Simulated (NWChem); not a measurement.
# SiN2H4F (SMILES N[Si](N)F) at 4 levels

Aim: a comparison of 4 runs (UHF/STO-3G, UHF/3-21G, UB3LYP/6-31G*) of SiN2H4F. 

The results are computed with NWChem 7.3.0.

## Step 1: The structure to begin with

SiN2H4F: 8 atoms, total charge 0, spin state doublet. SMILES: `N[Si](N)F`. Geometry: relaxed at PBE0-D4/def2-TZVP. This is one conformer, not always the lowest.

Bond lengths: N1–Si2 1.712 Å, Si2–N3 1.701 Å, Si2–F4 1.611 Å, N1–H5 1.008 Å, N1–H6 1.008 Å, N3–H7 1.005 Å, N3–H8 1.009 Å. Angles: N1–Si2–N3 106.6°, N1–Si2–F4 103.4°, N3–Si2–F4 115.9°, Si2–N1–H5 119.3°, Si2–N1–H6 119.1°, Si2–N3–H7 121.7°, Si2–N3–H8 121.3°, H5–N1–H6 111.5°, H7–N3–H8 112.7°.

## Step 2: Energy and gradient at UHF/STO-3G (run 1)

The input, a.nw:

```
start a
title "FH4N2Si hf"
memory total 2200 mb
charge 0

geometry noautosym nocenter noautoz
 N    -0.814900    1.031500   -0.359900
 Si    0.517200   -0.020700   -0.581300
 N     0.780300   -0.793300    0.910700
 F     0.045300   -0.971200   -1.794000
 H    -1.331700    1.348900   -1.165000
 H    -0.763800    1.744700    0.350200
 H     1.648600   -1.254800    1.120500
 H     0.011100   -1.142300    1.463200
end

basis spherical bse
 * library STO-3G
end

scf
 doublet
 uhf
 thresh 1e-08
 maxiter 80
end

task scf gradient
```

Run with:

```console
$ nwchem a.nw > a.out
```

What it wrote:

```text
[...]
  functions       =    28
[...]
  wavefunction    = UHF
[...]
         Total SCF energy =   -493.444515082408
      One electron energy =  -1037.198259715461
      Two electron energy =    368.675171878442
 Nuclear repulsion energy =    175.078572754610
                       Sz =      0.5000
                 Sz(Sz+1) =      0.7500
                      S^2 =      0.7546
[...]
                         UHF ENERGY GRADIENTS
    atom               coordinates                        gradient
                 x          y          z           x          y          z
   1 N      -1.539938   1.949252  -0.680112    0.002994   0.012955  -0.005958
   2 Si      0.977366  -0.039117  -1.098498   -0.018924  -0.016132   0.008841
   3 N       1.474553  -1.499120   1.720973    0.008477  -0.003851   0.004859
   4 F       0.085605  -1.835302  -3.390168    0.004488   0.010858   0.000245
   5 H      -2.516548   2.549051  -2.201531    0.004551  -0.007063   0.006256
   6 H      -1.443373   3.297005   0.661782    0.001846  -0.009133  -0.004227
   7 H       3.115402  -2.371228   2.117438   -0.005109   0.006805  -0.003877
   8 H       0.020976  -2.158634   2.765047    0.001678   0.005561  -0.006139
[...]
```

Run time: 1.8 s. Hardware: 1 thread of AMD EPYC 9R45 (Zen 5), shared host; peak memory 0.1 GiB.

## Step 3: Energy and gradient at UHF/3-21G (run 2)

The input, sp.xyz:

```xyz
8
FH4N2Si
N     -0.814900     1.031500    -0.359900
Si     0.517200    -0.020700    -0.581300
N      0.780300    -0.793300     0.910700
F      0.045300    -0.971200    -1.794000
H     -1.331700     1.348900    -1.165000
H     -0.763800     1.744700     0.350200
H      1.648600    -1.254800     1.120500
H      0.011100    -1.142300     1.463200
```

The input, sp.nw:

```
echo
START sp
TITLE "FH4N2Si"
memory 2200 mb
charge 0
GEOMETRY noautosym nocenter noautoz
load format xyz sp.xyz
END
BASIS spherical bse
* library 3-21G
END
SCF
doublet
uhf
thresh 1e-08
maxiter 80
noprint "final vectors analysis"
END
TASK scf gradient
```

Run with:

```console
$ nwchem sp.nw > sp.out
```

What it wrote:

```text
[...]
  functions       =    48
[...]
  wavefunction    = UHF
[...]
         Total SCF energy =   -497.005342131619
      One electron energy =  -1037.337547198862
      Two electron energy =    365.253632312632
 Nuclear repulsion energy =    175.078572754611
                       Sz =      0.5000
                 Sz(Sz+1) =      0.7500
                      S^2 =      0.7538
[...]
                         UHF ENERGY GRADIENTS
    atom               coordinates                        gradient
                 x          y          z           x          y          z
   1 N      -1.539938   1.949252  -0.680112    0.006124  -0.026563   0.005124
   2 Si      0.977366  -0.039117  -1.098498   -0.014599  -0.010382  -0.000764
   3 N       1.474553  -1.499120   1.720973   -0.003277   0.021666  -0.011944
   4 F       0.085605  -1.835302  -3.390168    0.004599   0.014919   0.014860
   5 H      -2.516548   2.549051  -2.201531    0.003377   0.003464  -0.005673
   6 H      -1.443373   3.297005   0.661782    0.004434   0.005669   0.000156
   7 H       3.115402  -2.371228   2.117438    0.003639  -0.004540  -0.002284
   8 H       0.020976  -2.158634   2.765047   -0.004296  -0.004234   0.000526
[...]
```

Run time: 2.2 s. Hardware: 1 thread of AMD EPYC 9R45 (Zen 5), shared host; peak memory 0.1 GiB.

Run 3 isn't shown in full; the table further down has it.

## Step 4: Energy and gradient at UB3LYP/6-31G(d) (Cartesian functions) (run 4)

The input, nw.nw:

```
start nw
title "FH4N2Si"
memory 2200 mb
geometry units atomic noautosym nocenter noautoz
  N     -1.53993782     1.94925250    -0.68011243
  Si     0.97736635    -0.03911733    -1.09849780
  N      1.47455330    -1.49911973     1.72097358
  F      0.08560459    -1.83530201    -3.39016867
  H     -2.51654828     2.54905157    -2.20153094
  H     -1.44337281     3.29700517     0.66178209
  H      3.11540249    -2.37122834     2.11743812
  H      0.02097596    -2.15863415     2.76504727
end
basis "ao basis"
  * library 6-31G*
end
dft
  xc b3lyp
  mult 2
  grid xfine
  convergence energy 1e-08
  iterations 100
  mulliken
end
task dft gradient
```

Run with:

```console
$ nwchem nw.nw > nw.out
```

What it wrote:

```text
[...]
          Wavefunction type:  spin polarized.
          No. of atoms     :     8
          No. of electrons :    41
[...]
          Charge           :     0
          Spin multiplicity:     2
[...]
          AO basis - number of functions:    72
[...]
              XC Information
              --------------
                         B3LYP Method XC Potential
                     Hartree-Fock (Exact) Exchange  0.200
                        Slater Exchange Functional  0.800 local
                    Becke 1988 Exchange Functional  0.720 non-local
              Lee-Yang-Parr Correlation Functional  0.810
                  VWN I RPA Correlation Functional  0.190 local
[...]
 d= 0,ls=0.0,diis     1   -501.2239398302 -6.76D+02  9.65D-03  2.03D-01     2.3
[...]
 d= 0,ls=0.0,diis    10   -501.3045629563 -4.07D-09  8.87D-07  1.27D-09    22.5
[...]
         Total DFT energy =     -501.304562956315
      One electron energy =    -1040.914764419363
           Coulomb energy =      411.391733753444
    Exchange-Corr. energy =      -46.860092403162
 Nuclear repulsion energy =      175.078560112766
[...]
      Total Density - Mulliken Population Analysis
     ---------------------------------------------
    Atom       Charge   Shell Charges
 -----------   ------   -------------------------------------------------------
    1 N    7     7.84   1.99  0.78  2.54  0.82  1.68  0.02
    2 Si  14    13.27   2.00  1.99  5.96  0.98  1.47  0.30  0.34  0.23
    3 N    7     7.84   1.99  0.77  2.56  0.80  1.70  0.02
    4 F    9     9.37   1.99  0.95  3.32  0.93  2.11  0.07
    5 H    1     0.67   0.50  0.16
    6 H    1     0.67   0.50  0.17
    7 H    1     0.67   0.50  0.16
    8 H    1     0.67   0.50  0.17
[...]
      <S2> =      0.7515 (Exact =     0.7500)
[...]
  wavefunction    = open shell
[...]
```

Wall time 27 s (1 thread of AMD EPYC 9R45 (Zen 5), shared host); peak memory 0.14 GiB.

## Step 5: The series

| run | level | iteration cap | module | energy (Eh) | dipole moment (D) | HOMO energy (eV) | LUMO energy (eV) | wall time |
| --- | --- | --- | --- | --- | --- | --- | --- | --- |
| 1 | UHF/STO-3G | 80 | scf | -493.444515 | 1.54 | -5.53 | 6.45 | 1.8 s |
| 2 | UHF/3-21G | 80 | scf | -497.005342 | 2.23 | – | – | 2.2 s |
| 3 | UB3LYP/6-31G* (spherical functions) | 100 | dft | -501.298993 | 1.94 | -4.98 | -1.82 | 25 s |
| 4 | UB3LYP/6-31G* (Cartesian functions) | 100 | dft | -501.304563 | 1.95 | -4.99 | -1.83 | 27 s |

## Step 6: Summary of results

```
                                 quantity          value
                      run 4: total energy  -501.30456 Eh
                     run 4: dipole moment         1.95 D
run 4: HOMO energy (highest over α and β)       -4.99 eV
 run 4: LUMO energy (lowest over α and β)       -1.83 eV
                              run 4: ⟨S²⟩          0.751
          run 4: largest force on an atom     0.644 eV/Å
```

What this shows: The dipole moment (its size) runs from 1.54 D (UHF/STO-3G) to 2.23 D (UHF/3-21G). In run 1 the basis is minimal, so the values are rough. All runs together took 57 s, the longest 27 s.
